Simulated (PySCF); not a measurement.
# Nd³⁺: ionisation energy in x2c-TZVPPall

Aim: the ionisation energy of neodymium from differences of total energies, at each level of theory, and how far each lands from the tabulated value where there is one.

The numbers are computed with PySCF 2.14.0 (unrestricted determinants in a Gaussian basis, no spin-orbit coupling in the energies), except any that are marked as measured or tabulated.

## 1. Starting point

| Property | Result |
| --- | --- |
| Element | neodymium (Z = 60) |
| Basis | x2c-TZVPPall (11s7p7d4f2g, 113 functions) |
| Hamiltonian | the spin-free X2C one-electron Hamiltonian (Gaussian nucleus) |
| State 1 | Nd³⁺: [Xe] 4f3, one real determinant |
| Needed too, but not shown | Nd²⁺ [Xe] 4f4 (high-spin determinant) |
| Methods | UHF, LDA, PBE, PBE0, r2SCAN, MP2 |
| Core shells frozen in the correlated runs | valence: [Kr] 4d10; valence and next inner shell: [Ar] 3d10 (for Nd³⁺) |

Outer shells as boxes (Hund's rule):

Nd3+ [Xe] 4f3
```
[Xe] core
4f [↑ ][↑ ][↑ ][  ][  ][  ][  ]
```

The runs were made by one driver on top of PySCF. The scripts below sum up each run's settings (the driver also hands on starting orbitals that pick excited configurations, and frozen orbitals as a list rather than a count), and the logs come from the driver's own runs. The driver starts from symmetry-adapted Hartree-Fock orbitals, holds the occupation by maximum overlap and uses a logarithmic radial grid for functionals, so a plain start would take other cycles.

The integrals over 113 functions and the set-up took 13 s of CPU time.

## 2. Nd³⁺: the ladder of methods

**UHF**

Input file input.py:

```python
from pyscf import gto, scf, dft, mp, cc
import basis_set_exchange as bse
mol = gto.M(atom="Nd 0 0 0", charge=3, spin=3, symmetry="D2h",
            basis=gto.basis.parse(bse.get_basis("x2c-TZVPPall", elements=["Nd"], fmt="nwchem")),
            nucmod="G")
mf = scf.UHF(mol).sfx2c1e()
mf.irrep_nelec = {'Ag': (9, 9), 'B1g': (2, 2), 'B2g': (2, 2), 'B3g': (2, 2), 'B1u': (4, 4), 'B2u': (6, 4), 'B3u': (5, 4)}
mf.kernel()
```

**LDA**

Changes to input.py:

```diff
@@ -5,3 +5,3 @@
             nucmod="G")
-mf = scf.UHF(mol).sfx2c1e()
+mf = dft.UKS(mol, xc="LDA,VWN").sfx2c1e()
 mf.irrep_nelec = {'Ag': (9, 9), 'B1g': (2, 2), 'B2g': (2, 2), 'B3g': (2, 2), 'B1u': (4, 4), 'B2u': (6, 4), 'B3u': (5, 4)}
```

**PBE**

Changes to input.py:

```diff
@@ -5,3 +5,3 @@
             nucmod="G")
-mf = dft.UKS(mol, xc="LDA,VWN").sfx2c1e()
+mf = dft.UKS(mol, xc="PBE").sfx2c1e()
 mf.irrep_nelec = {'Ag': (9, 9), 'B1g': (2, 2), 'B2g': (2, 2), 'B3g': (2, 2), 'B1u': (4, 4), 'B2u': (6, 4), 'B3u': (5, 4)}
```

**PBE0**

Changes to input.py:

```diff
@@ -5,3 +5,3 @@
             nucmod="G")
-mf = dft.UKS(mol, xc="PBE").sfx2c1e()
+mf = dft.UKS(mol, xc="PBE0").sfx2c1e()
 mf.irrep_nelec = {'Ag': (9, 9), 'B1g': (2, 2), 'B2g': (2, 2), 'B3g': (2, 2), 'B1u': (4, 4), 'B2u': (6, 4), 'B3u': (5, 4)}
```

**r2SCAN**

Changes to input.py:

```diff
@@ -5,3 +5,3 @@
             nucmod="G")
-mf = dft.UKS(mol, xc="PBE0").sfx2c1e()
+mf = dft.UKS(mol, xc="R2SCAN").sfx2c1e()
 mf.irrep_nelec = {'Ag': (9, 9), 'B1g': (2, 2), 'B2g': (2, 2), 'B3g': (2, 2), 'B1u': (4, 4), 'B2u': (6, 4), 'B3u': (5, 4)}
```

**MP2 (valence)**

Changes to input.py:

```diff
@@ -5,4 +5,5 @@
             nucmod="G")
-mf = dft.UKS(mol, xc="R2SCAN").sfx2c1e()
+mf = scf.UHF(mol).sfx2c1e()
 mf.irrep_nelec = {'Ag': (9, 9), 'B1g': (2, 2), 'B2g': (2, 2), 'B3g': (2, 2), 'B1u': (4, 4), 'B2u': (6, 4), 'B3u': (5, 4)}
 mf.kernel()
+mp.UMP2(mf, frozen=23).kernel()
```

**MP2 (valence and next inner shell)**

Changes to input.py:

```diff
@@ -8,2 +8,2 @@
 mf.kernel()
-mp.UMP2(mf, frozen=23).kernel()
+mp.UMP2(mf, frozen=14).kernel()
```

**Question.** What will these runs give?

As calculated:

| quantity | value |
| --- | --- |
| ionisation energy, Nd²⁺ | UHF 19.808, MP2 (valence and next inner shell) 21.765 eV; reference 22.09 ± 0.04 |

What this shows: The methods span 3.778 eV, from UHF (19.808) to LDA (23.586). The reference is uncertain or not like for like (spin-orbit coupling or other relativistic terms), so no ranking of close methods is drawn. All values hold for this basis alone; no basis-set limit was taken.
